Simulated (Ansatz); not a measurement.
# AlF4H3: the cost of one run

The runs use Ansatz 0.2.0, Gaussian basis; PBE0-D4/def2-SVP.

## 1. Where the work starts

The start, a first-order saddle point found at PBE0-D4 in triple zeta: 8 atoms, charge 0, spin multiplicity 1.

Atoms are counted from 1 here; the program's logs count them from 0.

Bond lengths: Al1–H2 1.663 Å, Al1–F3 1.639 Å, Al1–F4 1.639 Å, Al1–F6 1.827 Å, H5–F6 1.079 Å, H7–F8 1.067 Å. Angles: H2–Al1–F3 111.0°, H2–Al1–F4 111.1°, H2–Al1–F6 95.1°, F3–Al1–F4 122.0°, F3–Al1–F6 107.0°, F4–Al1–F6 107.0°, Al1–F6–H5 105.1°.

Coordinates:

```
atom     x (Å)     y (Å)     z (Å)
 Al1  -0.74076  -0.47644  -0.50051
  H2   0.46521   0.52566  -1.05350
  F3  -0.49275  -2.02080  -0.98879
  F4  -2.20701   0.24585  -0.61648
  H5   0.62472   0.26368   1.26413
  F6  -0.23811  -0.38405   1.25308
  H7   1.09220   0.85152  -0.16761
  F8   1.49658   0.99477   0.80978
```

## 2. The run

The input, md/in.yaml:

```yaml
crystal:
  periodic: [false, false, false]
  atoms:
    - {symbol: Al, position_ang: [-0.740758, -0.476436, -0.500506]}
    - {symbol: H, position_ang: [0.465212, 0.525661, -1.053500]}
    - {symbol: F, position_ang: [-0.492748, -2.020803, -0.988794]}
    - {symbol: F, position_ang: [-2.207006, 0.245850, -0.616481]}
    - {symbol: H, position_ang: [0.624723, 0.263680, 1.264134]}
    - {symbol: F, position_ang: [-0.238108, -0.384046, 1.253077]}
    - {symbol: H, position_ang: [1.092202, 0.851521, -0.167611]}
    - {symbol: F, position_ang: [1.496584, 0.994773, 0.809780]}
basis:
  gaussian: {orbitals: def2-SVP}
hamiltonian: {xc: pbe0, dispersion: d4}
md: {n_steps: 80, timestep: 0.75, temperature: 500, ensemble: nvt_langevin, seed: 573, friction: 0.05, initial_velocities: maxwell_boltzmann}
```

Started as:

```bash
$ ansatz run in.yaml --threads 4 --pin off --events-out ev --progress --plain --max-ram 9574MiB
```

**Question.** How long does this run take on 4 threads of Intel Xeon 6975P-C, shared host?

About 45 s.
